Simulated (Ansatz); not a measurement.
# AlBr2HO: basis-set convergence

How large a basis does AlBr2HO need? Two functionals are run in growing sets.

The runs use Ansatz 0.2.0, Gaussian basis; one geometry, several basis sets.

Plan: PBE0-D4/def2-SVP; ωB97M-V/def2-SVP; PBE0-D4/def2-QZVPP; ωB97M-V/def2-QZVPP; the functionals' def2-TZVPP values are taken from earlier runs.

## (1) The relaxed structure

All runs share one geometry, relaxed beforehand with PBE0-D4 in a triple-zeta def2 set.

SMILES `[OH][Al]([Br])[Br]`, 5 atoms, charge 0, spin multiplicity 1.

Atoms are counted from 1 here; the program's logs count them from 0.

Bond lengths: O1–Al2 1.678 Å, O1–H5 0.957 Å, Al2–Br3 2.239 Å, Al2–Br4 2.228 Å. Angles: Al2–O1–H5 122.8°, O1–Al2–Br3 121.2°, O1–Al2–Br4 118.4°, Br3–Al2–Br4 120.4°.

## (2) PBE0-D4 in def2-SVP

The input, in.yaml:

```yaml
crystal:
  periodic: [false, false, false]
  atoms:
    - {symbol: O, position_ang: [-0.126732, 1.346550, -0.094311]}
    - {symbol: Al, position_ang: [-0.117502, -0.331903, -0.093357]}
    - {symbol: Br, position_ang: [1.396180, -1.484045, 1.088017]}
    - {symbol: Br, position_ang: [-1.655066, -1.399590, -1.301426]}
    - {symbol: H, position_ang: [0.503109, 1.868987, 0.401077]}
basis:
  gaussian: {orbitals: def2-SVP}
hamiltonian: {xc: pbe0, dispersion: d4}
output: {orbitals: {seedname: orbitals}}
```

The run is started by

```sh
$ ansatz run in.yaml --threads 4 --pin off --events-out ev --progress --plain --max-ram 10444MiB
```

After this run come: ωB97M-V in def2-SVP; PBE0-D4 in def2-QZVPP; ωB97M-V in def2-QZVPP.

Before running them: what should the planned runs give, taken together? Wanted: PBE0-D4: double and triple zeta above quadruple; ωB97M-V: double and triple zeta above quadruple.

The runs gave:

| quantity | value |
| --- | --- |
| PBE0-D4: double and triple zeta above quadruple | 25.21, 3.19 eV |
| ωB97M-V: double and triple zeta above quadruple | 25.02, 3.07 eV |

What this shows: PBE0-D4 gains 22.01 eV from double to triple zeta, then 3.19 eV more. Total energies overstate the basis error of differences, where much of it tends to cancel. The LUMO of ωB97M-V is positive and keeps falling with the basis (0.78 to 0.24 eV): an unbound level that the basis holds in place.
